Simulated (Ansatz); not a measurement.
# CH2AlN (AlH2(CN)): r2SCAN/STO-3G

Aim: the electronic atomisation energy of CH2AlN (AlH2(CN)) at r2SCAN/STO-3G, from 5 runs. 

The results are computed with Ansatz 0.2.0.

65 further runs of the same task are left out: 13 that didn't finish, 52 set aside as unsound or not needed.

## (1) The system as given

CH2AlN: 5 atoms, total charge 0, spin state singlet. SMILES: `[H][Al]([H])[C]#N`. The shape comes from GFN2-xTB, which is rough for such elements, and wasn't checked as a minimum.

Bond lengths: Al1–C4 1.977 Å, C4–N5 1.154 Å, Al1–H2 1.545 Å, Al1–H3 1.546 Å. Angles: Al1–C4–N5 179.7°, H2–Al1–C4 120.1°, H3–Al1–C4 120.4°, H2–Al1–H3 119.5°.

## (2) A single-point energy at r2SCAN/STO-3G

File run.yaml:

```yaml
crystal:
  periodic: [false, false, false]
  atoms:
    - {symbol: Al, position_ang: [0.353320, 0.616070, 0.007940]}
    - {symbol: H, position_ang: [1.897570, 0.618400, 0.058740]}
    - {symbol: H, position_ang: [-0.410240, 1.959830, -0.023840]}
    - {symbol: C, position_ang: [-0.634730, -1.095760, -0.014750]}
    - {symbol: "N", position_ang: [-1.205910, -2.098530, -0.028080]}
basis:
  gaussian:
    orbitals: STO-3G
hamiltonian:
  xc: {name: r2SCAN}
accuracy: high
```

The run is started by

```sh
$ ansatz run run.yaml --threads 1 --pin off --max-ram 2610MiB --events-out events.jsonl --progress --plain --runs-dir runs
```

What it wrote:

```text
Warning: RAYON_NUM_THREADS=1 ignored (pool sized by the plan → 1); use --threads N
Functional definition: r2SCAN
  name "r2SCAN"
  parameter k0 = 0.174
  parameter k1 = 0.065
  parameter a1 = 4.9479
  exchange = r2scan_x(k0 = k0, k1 = k1, a1 = a1)
  correlation = r2scan_c
373 factors; integrals over basis functions are off by at most 2.4e-9 eV
mean field evaluation 1: about -9038.9910 eV, gradient 3.1e1 eV
mean field evaluation 2: about -9028.7072 eV, gradient 6.9e1 eV
mean field evaluation 4: about -9041.8318 eV, gradient 1.1e0 eV
mean field evaluation 8: about -9041.7498 eV, gradient 5.3e-3 eV
mean field evaluation 16: about -9041.7498 eV, gradient 4.8e-8 eV
mean field -9041.74977501 eV, -332.2781755135 hartree, gradient 4.8e-8 eV, S^2 0.000000; 0 other end points of the search recorded, 0 dependent functions left out
reference -9041.74977537 eV, -332.2781755266 hartree; 14, 14 occupied and 7, 7 virtual orbitals, 373 factors
Total energy: -9041.74977537 eV, -332.2781755266 hartree
```

Run time: 2.6 s. Hardware: 1 thread of Arm Neoverse V1, shared host; peak memory 0.14 GiB.

## (3) The Al atom

File in.yaml:

```yaml
crystal:
  periodic: [false, false, false]
  atoms:
    - {symbol: Al, position_ang: [0.000000, 0.000000, 0.000000]}
basis:
  gaussian:
    orbitals: STO-3G
magnetization:
  spin_polarized: true
  initial_magnetization: 1
hamiltonian:
  xc: {name: r2SCAN}
accuracy: high
```

Run the same way, it converges to -239.28216 Eh (log not shown).

## (4) The C atom at the same level

File run.yaml:

```yaml
crystal:
  periodic: [false, false, false]
  atoms:
    - {symbol: C, position_ang: [0.000000, 0.000000, 0.000000]}
basis:
  gaussian: {orbitals: STO-3G}
magnetization: {spin_polarized: true, initial_magnetization: 2}
hamiltonian: {xc: r2scan}
accuracy: high
```

Run the same way, it converges to -37.32969 Eh (log not shown).

## (5) The H atom at the same level

File in.yaml:

```yaml
crystal:
  periodic: [false, false, false]
  atoms:
    - {symbol: H, position_ang: [0.000000, 0.000000, 0.000000]}
basis:
  gaussian: {orbitals: STO-3G}
magnetization: {spin_polarized: true, initial_magnetization: 1}
accuracy: high
hamiltonian: {xc: {name: r2SCAN}}
```

Run the same way, it converges to -0.46646 Eh (log not shown).

## (6) The N atom

File in.yaml:

```yaml
basis:
  gaussian:
    orbitals: STO-3G
crystal:
  periodic: [false, false, false]
  atoms:
    - {symbol: N, position_ang: [0.000000, 0.000000, 0.000000]}
magnetization:
  spin_polarized: true
  initial_magnetization: 3
hamiltonian:
  xc: {name: r2SCAN}
accuracy: high
```

Run the same way, it converges to -53.87650 Eh (log not shown).

## (7) Results

At r2SCAN/STO-3G:

| quantity | value |
| --- | --- |
| molecule: total energy | -332.27818 Eh |
| Al atom: total energy | -239.28216 Eh |
| Al atom: ⟨S²⟩ | 0.750 |
| C atom: total energy | -37.32969 Eh |
| C atom: ⟨S²⟩ | 2.000 |
| H atom: total energy | -0.46646 Eh |
| H atom: ⟨S²⟩ | 0.750 |
| N atom: total energy | -53.87650 Eh |
| N atom: ⟨S²⟩ | 3.750 |
| electronic atomisation energy | 23.318 eV |

In words: Taking the molecule apart into free atoms costs 23.32 eV (538 kcal/mol), before zero-point energy and without spin-orbit coupling. In a minimal basis such a difference can be off by several eV, whatever the method.
